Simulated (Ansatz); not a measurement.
# In3GaP4: the cost of one run

Computed with Ansatz 0.2.0 (DFT PBE, scalar-relativistic, plane waves, PAW, unless a step's input says otherwise).

1 further run of the same task is left out (it didn't finish).

## 1. Starting point

The structure is tetragonal, space group P-4m2 (No. 115). The conventional cell has a = 4.127 Å, b = 4.127 Å, c = 11.740 Å, α = 90.00°, β = 90.00°, γ = 90.00°. Around In (site symmetry 2mm) lie 4 P at 2.56 to 2.57 Å. In (site symmetry -4m2) is surrounded by 4 P at 2.56 Å. Ga (site symmetry -4m2) is surrounded by 4 P at 2.44 Å. P (site symmetry 2mm) has 4 In at 2.56 Å as nearest neighbours. Around P (site symmetry 2mm) lie 2 Ga at 2.44 Å and 2 In at 2.57 Å.

As a file:

```xyz
8
Lattice="4.1268 0.0000 0.0000 0.0000 4.1268 0.0000 0.0000 0.0000 11.7398" Properties=species:S:1:pos:R:3 pbc="T T T"
In    0.0000    0.0000    8.6975
In    2.0634    2.0634    0.0000
In    0.0000    0.0000    3.0423
Ga    2.0634    2.0634    5.8699
P     2.0634    0.0000   10.2183
P     0.0000    2.0634    1.5215
P     2.0634    0.0000    4.5732
P     0.0000    2.0634    7.1665
```

It is the end of an earlier relaxation with the same method, from a generated guess; it is a trial structure. At a tolerance of 0.02 Å it has space group P-4m2 (No. 115); it has 24.99 Å³/atom, an uncorrected energy of -0.27 eV/atom over the elements.

## 2. Static run: bands, density of states and charges

Input file input.yaml:

```yaml
crystal:
  lattice:
    - [4.1268332, 0.0, 0.0]
    - [0.0, 4.1268332, 0.0]
    - [0.0, 0.0, 11.7397807]
  atoms:
    - { symbol: In, position: [0.0, 0.0, 0.740859] }
    - { symbol: In, position: [0.5, 0.5, 0.0] }
    - { symbol: In, position: [0.0, 0.0, 0.259141] }
    - { symbol: Ga, position: [0.5, 0.5, 0.5] }
    - { symbol: P, position: [0.5, 0.0, 0.870402] }
    - { symbol: P, position: [0.0, 0.5, 0.129598] }
    - { symbol: P, position: [0.5, 0.0, 0.38955] }
    - { symbol: P, position: [0.0, 0.5, 0.61045] }
basis:
  ecutwfc: 420
kpoints:
  mp_grid: { grid: [10, 10, 4] }
  band_path:
    path:
      - [[0.0, 0.0, 0.0], [0.0, 0.5, 0.0], [0.5, 0.5, 0.0], [0.0, 0.0, 0.0], [0.0, 0.0, 0.5], [0.0, 0.5, 0.5], [0.5, 0.5, 0.5], [0.0, 0.0, 0.5]]
      - [[0.0, 0.5, 0.0], [0.0, 0.5, 0.5]]
      - [[0.5, 0.5, 0.0], [0.5, 0.5, 0.5]]
    npoints: 14
hamiltonian:
  xc: pbe
scf:
  occupations: { method: gaussian, width: 0.02 }
  n_extra_bands: 20
output:
  forces: true
  stress: true
  eigenvalues: true
  populations: true
  dos: { projected: true, de: 0.02, nscf_kmesh: { grid: [15, 15, 6] } }
  bader: true
  write_density: true
  write_potential: true
  elf: true
  volumetric_format: npy
```

On the command line:

```
$ ansatz run input.yaml --threads 4 --pin off --max-ram 8192MiB --backend cpu --events-out ev --progress --plain --runs-dir out
```

Q: Estimate wall time and peak memory on 4 threads of Arm Neoverse V2, shared host.

About 1.8 min, with a peak of 1.3 GiB.
